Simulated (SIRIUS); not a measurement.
## TeW2 under changes of volume

One of the cells (20.326 Å³/atom); the others are scaled copies at fixed shape and fractional positions:

```xyz
3
Lattice="0.0000 3.1240 3.1240 3.1240 0.0000 3.1240 3.1240 3.1240 0.0000" Properties=species:S:1:pos:R:3 pbc="T T T"
Te    0.0000    0.0000    0.0000
W     1.5620    1.5620    1.5620
W     4.6861    4.6861    4.6861
```

The cell was built by a generator and needn't be a form met in nature.

```yaml
Program: SIRIUS 7.10.0
Functional: PBE
Potentials_or_basis: PseudoDojo 0.4.1 PBE standard (scalar relativistic)
Cutoff: 1102 eV
Density_cutoff: 4408 eV
k_mesh: 7 × 7 × 7
Occupations: fermi-dirac, width 0.05 eV
Spin: no spin polarisation
```

| volume (Å³/atom) | energy over the lowest point (meV/atom) | pressure (GPa) |
| --- | --- | --- |
| 19.107 | ? | ? |
| 19.513 | 22.33 | 8.4 |
| 19.920 | 6.41 | 4.4 |
| 20.326 | 0.00 | 0.8 |
| 20.733 | 2.29 | -2.4 |
| 21.139 | 12.38 | -5.3 |
| 21.546 | 29.28 | -7.9 |

**Question.** What does the run at 19.107 Å³/atom give?

**Answer.** Energy over the lowest point 49.28 meV/atom; pressure 13.1 GPa.

Worked out: A Birch-Murnaghan fit of order 3 (a polynomial in V^(-2/3)) to the other rows has its minimum at 20.42 Å³/atom with B0 = V·E''(V) = 166 GPa and B' = 4.5. It gives 49.02 meV/atom at 19.107 Å³/atom, against the run's 49.28, and -dE/dV = 12.8 GPa, against 13.1.

Energies are extrapolated to zero smearing.
